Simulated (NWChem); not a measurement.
## Plane-wave run on BP (zincblende type)

```yaml
crystal:
  lattice:
    - [0.00000, 2.29588, 2.29588]
    - [2.29588, 0.00000, 2.29588]
    - [2.29588, 2.29588, 0.00000]
  atoms:
    - { symbol: P, position: [0.25000, 0.25000, 0.25000] }
    - { symbol: B, position: [0.00000, 0.00000, 0.00000] }
```

The numbers come from NWChem runs, not from measurements. Origin of the cell: lattice set by a structure generator, not relaxed at this level.

Norm-conserving pseudopotentials with valence charges P 5, B 3, fixed occupations, no spin-orbit coupling, density cut at twice the wavefunction cutoff.

Level: LDA (Vosko), Troullier-Martins, cutoff 30 Ha, density from a 4×4×4 mesh. Bands run along Γ–X–U|K–Γ–L–W–X with k in units of the cell's reciprocal vectors.

Question: What gap does the band structure show, and how wide is the group of occupied bands?

Answer: It shows an indirect gap along this path of 1.24 eV from Γ to (-0.43, -0.43, 0.00) (smallest direct gap on this path 3.32 eV). The 4 occupied bands reach 15.1 eV below the valence-band top.
